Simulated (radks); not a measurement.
**Be⁺ in [He] 2s1: an all-electron calculation**

An exercise on one series of results from a longer session: the logs are not shown, and one member is left open.

The numbers are computed with radks (a radial shooting solver on a logarithmic mesh, Libxc functionals) version 1 (Dirac Kohn-Sham, PBE, spin-unpolarised, spherical densities, finite nucleus), except any that are marked as measured or tabulated.

### The system

```
element            : beryllium (Z = 4)
charge             : +1
electrons          : 3
configuration      : [He] 2s1
nuclear rms radius : 2.519 fm
```

The outer shells:

Be⁺
```
[He] core
2s [↑ ]
```

Set-up of the first run:

The run's settings:

```text
Z 4
configuration [He] 2s1 2p0 3s0 3d0
relativity Dirac
functional pbe,pbe
spin unpolarised
j_filling average
nucleus finite rms 2.519 fm
c 137.035999084
```

One of the session's tables, all rows but one given; the rest of the session is left out.

It belongs to the step «Radial structure». Sizes of the orbitals, from the radial functions (bohr):

| level | <r> | 90 % within |
| --- | --- | --- |
| 1s1/2 | ? | ? |
| 2s1/2 | 2.289 | 3.56 |
| 2p1/2 | 2.394 | 3.90 |
| 2p3/2 | 2.394 | 3.90 |

Q: Estimate the row for 1s1/2 from the others.

As computed: <r>: 0.4198; 90 % within: 0.758. In the column «<r>» it is the lowest.

Limits of these values: Spin polarisation and multiplet splitting are left out.
